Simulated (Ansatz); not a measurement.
Task: the interaction energy of a dimer with the counterpoise correction of BFHI, SMILES FBI, with Ansatz 0.2.0 through its Python package. Give the script and its output. Use (for the species named): B3LYP, def2-SVP basis, multiplicity 1, D4 dispersion.

```yaml
atoms:
  - { symbol: F, position_ang: [-0.2254, 0.9784, -1.0803] }
  - { symbol: B, position_ang: [-0.2329, 0.0418, -0.0318] }
  - { symbol: I, position_ang: [1.6680, -0.7889, 0.6005] }
  - { symbol: H, position_ang: [-1.1541, -0.2916, 0.4913] }
```

Script `run_dimer.py`:
```python
"""Interaction energy of two BFHI molecules, with the counterpoise correction."""

import ansatz as az

FIRST = [
    ("F", (-0.2393, 0.9935, -1.0752)),
    ("B", (-0.2468, 0.0569, -0.0267)),
    ("I", (1.6541, -0.7738, 0.6056)),
    ("H", (-1.168, -0.2765, 0.4964)),
]
SECOND = [
    ("F", (5.3575, 0.2335, -0.6769)),
    ("B", (5.3519, 0.4513, 0.712)),
    ("I", (4.5354, 2.323, 1.4423)),
    ("H", (5.7368, -0.2808, 1.4531)),
]

def energy(atoms, ghosts=()):
    molecule = az.Crystal.molecule()
    for symbol, xyz in atoms:
        molecule = molecule.atom(symbol, xyz)
    calc = (
        molecule.calculation()
        .basis(gaussian="def2-SVP")
        .functional("b3lyp", dispersion="d4")
    )
    deck = calc.input()
    if ghosts:
        deck = deck.set(az.key.basis.gaussian.ghost_atoms, [{"symbol": s, "position_ang": list(xyz)} for s, xyz in ghosts])
    return az.Session.from_dict(deck).plan().execute().report["free_energy_ev"]

# monomers in their own basis and in the basis of the dimer
both = energy(FIRST + SECOND)
alone = energy(FIRST) + energy(SECOND)
ghosted = energy(FIRST, SECOND) + energy(SECOND, FIRST)
print(f"dimer {both:.6f} eV")
print(f"interaction, uncorrected   {96.485332 * (both - alone):8.3f} kJ/mol")
print(f"interaction, counterpoise  {96.485332 * (both - ghosted):8.3f} kJ/mol")
print(f"basis-set superposition    {96.485332 * (alone - ghosted):8.3f} kJ/mol")
```

```console
$ python run_dimer.py
dimer -23024.137150 eV
interaction, uncorrected     -5.252 kJ/mol
interaction, counterpoise    -3.964 kJ/mol
basis-set superposition       1.287 kJ/mol
```

Uncorrected it is -5.252 kJ/mol, with the counterpoise correction -3.964 kJ/mol; the difference, 1.29 kJ/mol, is the superposition error.

Notes:
- Total energies depend on the basis set; only differences at equal settings carry meaning.
- The dimer is a generated trial pose of unrelaxed monomers, not a minimum, so the figure is no binding energy, and the basis set is small.
- def2 sets replace the cores of elements past krypton by effective core potentials.
- b3lyp holds the VWN-RPA fit, as in Gaussian; the form of ORCA and Turbomole is b3lyp5.
- The whole script took 15 s on 1 thread of Arm Neoverse V1, with other jobs on the host, peak memory 0.35 GiB.
